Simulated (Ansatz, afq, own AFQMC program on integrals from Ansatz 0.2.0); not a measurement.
**The aluminium atom (quartet): quantum Monte Carlo beside coupled cluster, cc-pVTZ**

The task here is to estimate one member of a computed series from the others.

Method: cc-pVTZ, frozen cores; program: Ansatz 0.2.0, Gaussian basis, and an in-house AFQMC program (afq) on its integrals; all values are calculated.

To be run: PBE (unrestricted); r2SCAN (unrestricted); PBE0 (unrestricted); B3LYP (unrestricted); wB97M-V (unrestricted); B2PLYP (unrestricted); CCSD(T) on ROHF; Full CI; Phaseless AFQMC, CISD trial on ROHF; Phaseless AFQMC, single-determinant trial on ROHF; Free-projection AFQMC, CISD trial on ROHF; CCSD(T) on UHF; Full CI; CCSD(T) on UHF; CCSD(T) on UHF; Phaseless AFQMC, CISD trial on UHF; Phaseless AFQMC, single-determinant trial on UHF; Free-projection AFQMC, CISD trial on UHF.

### The atom

A free atom, in its lowest state of this spin that the program finds.

1 atom, charge 0, spin multiplicity 4.

Set-up of the first run:

Input file in.yaml:

```yaml
crystal:
  periodic: [false, false, false]
  atoms:
    - {symbol: Al, position_ang: [0.000000, 0.000000, 0.000000]}
basis:
  gaussian: {orbitals: cc-pVTZ}
magnetization: {spin_polarized: true, initial_magnetization: 3}
hamiltonian: {xc: {name: PBE}}
output: {orbitals: {seedname: orbitals}}
```

On the command line:

```console
$ ansatz run in.yaml --threads 1 --pin off --events-out ev --progress --plain --max-ram 1843MiB
```

Steps of the session up to this table: PBE (unrestricted); r2SCAN (unrestricted); PBE0 (unrestricted); B3LYP (unrestricted); wB97M-V (unrestricted); B2PLYP (unrestricted); CCSD(T) on ROHF; Full CI; Phaseless AFQMC, CISD trial on ROHF; Phaseless AFQMC, single-determinant trial on ROHF; Free-projection AFQMC, CISD trial on ROHF; CCSD(T) on UHF; Phaseless AFQMC, CISD trial on UHF; Phaseless AFQMC, single-determinant trial on UHF; Free-projection AFQMC, CISD trial on UHF.

One table of the session follows, with a row left open; its other results are not shown here.

On the ROHF determinant, counted from full CI (exact for this spin and basis):

```
                                                             level  from full CI (kJ/mol)
                                                                HF                  +37.9
                                                               MP2                  +14.1
                                                              CCSD                   +0.5
                                                           CCSD(T)                      ?
                                                           full CI                    0.0
               Phaseless AFQMC, CISD trial, step 0.005, 80 walkers                    0.0
Phaseless AFQMC, single-determinant trial, step 0.005, 160 walkers                   +1.5
          Free-projection AFQMC, CISD trial, step 0.03, 80 walkers                    0.0
```

**Question.** Estimate the row for CCSD(T).

As computed: from full CI (kJ/mol): +0.2. In the column «from full CI (kJ/mol)» it lies between Free-projection AFQMC, CISD trial, step 0.03, 80 walkers (0.0) and CCSD (+0.5).

Caveats from the session: On ROHF the phaseless walk with the CISD trial lies 0.0 kJ/mol from full CI, within three error bars. On UHF the phaseless walk with the CISD trial lies -0.1 kJ/mol from CCSD(T), within three error bars.
